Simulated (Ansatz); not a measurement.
# AlF₃H₃P: basis-set convergence

How large a basis does AlF₃H₃P need? Two functionals are run in growing sets.

Program: Ansatz 0.2.0, Gaussian basis. Level of theory: one geometry, several basis sets. These are calculated values, not measurements.

Plan: PBE0-D4/def2-SVP; ωB97M-V/def2-SVP; PBE0-D4/def2-QZVPP; ωB97M-V/def2-QZVPP; the functionals' def2-TZVPP values are taken from earlier runs.

## 1. Structure used throughout

All runs share one geometry, relaxed beforehand with PBE0-D4 in a triple-zeta def2 set.

SMILES `[F][Al-]([F])([F])[PH3+]`, 8 atoms, charge 0, spin multiplicity 1.

Atoms are counted from 1 here; the program's logs count them from 0.

Bond lengths: F1–Al2 1.652 Å, Al2–F3 1.652 Å, Al2–F4 1.652 Å, Al2–P5 2.492 Å, P5–H6 1.407 Å, P5–H7 1.407 Å, P5–H8 1.407 Å. Angles: F1–Al2–F3 117.5°, F1–Al2–F4 117.5°, F1–Al2–P5 99.2°, F3–Al2–F4 117.5°, F3–Al2–P5 99.2°, F4–Al2–P5 99.1°, Al2–P5–H6 117.8°, Al2–P5–H7 117.8°, Al2–P5–H8 117.8°, H6–P5–H7 100.0°, H6–P5–H8 100.0°, H7–P5–H8 100.0°.

As a file:

```mol
AlF3H3P
  3D, bonds by distance, orders not assigned

  8  7  0  0  0  0  0  0  0  0999 V2000
   -0.3955   -2.1772    0.7210 F   0  0
    0.7389   -1.1948    0.0315 Al  0  0
    1.9985   -0.7015    0.9791 F   0  0
    1.0266   -1.3787   -1.5843 F   0  0
   -0.5622    0.9293   -0.0371 P   0  0
   -1.0220    1.4570    1.1831 H   0  0
   -1.7595    0.9416   -0.7754 H   0  0
    0.0674    2.0671   -0.5736 H   0  0
  1  2  8  0
  2  3  8  0
  2  4  8  0
  2  5  8  0
  5  6  8  0
  5  7  8  0
  5  8  8  0
M  END
```

## 2. PBE0-D4 in def2-SVP

Input file in.yaml:

```yaml
crystal:
  periodic: [false, false, false]
  atoms:
    - {symbol: F, position_ang: [-0.395514, -2.177164, 0.721043]}
    - {symbol: Al, position_ang: [0.738936, -1.194770, 0.031547]}
    - {symbol: F, position_ang: [1.998456, -0.701531, 0.979106]}
    - {symbol: F, position_ang: [1.026586, -1.378725, -1.584324]}
    - {symbol: P, position_ang: [-0.562193, 0.929307, -0.037106]}
    - {symbol: H, position_ang: [-1.021969, 1.456985, 1.183122]}
    - {symbol: H, position_ang: [-1.759536, 0.941634, -0.775352]}
    - {symbol: H, position_ang: [0.067433, 2.067065, -0.573634]}
basis:
  gaussian: {orbitals: def2-SVP}
hamiltonian: {xc: pbe0, dispersion: d4}
output: {orbitals: {seedname: orbitals}}
```

The run is started by

```
$ ansatz run in.yaml --threads 4 --pin off --events-out ev --progress --plain --max-ram 10444MiB
```

The runs that follow: ωB97M-V in def2-SVP; PBE0-D4 in def2-QZVPP; ωB97M-V in def2-QZVPP.

Q: Predict the results of all the runs planned. Wanted: PBE0-D4: double and triple zeta above quadruple; ωB97M-V: double and triple zeta above quadruple.

**Answer**, as computed:

```
                                       quantity           value
PBE0-D4: double and triple zeta above quadruple  17.14, 1.01 eV
ωB97M-V: double and triple zeta above quadruple  17.28, 0.95 eV
```

PBE0-D4 gains 16.12 eV from double to triple zeta, then 1.01 eV more. These are total energies; as a rule much of such shifts cancels in differences, which this series doesn't test. The LUMO of ωB97M-V is positive and keeps falling with the basis (1.63 to 0.68 eV): an unbound level that the basis holds in place.
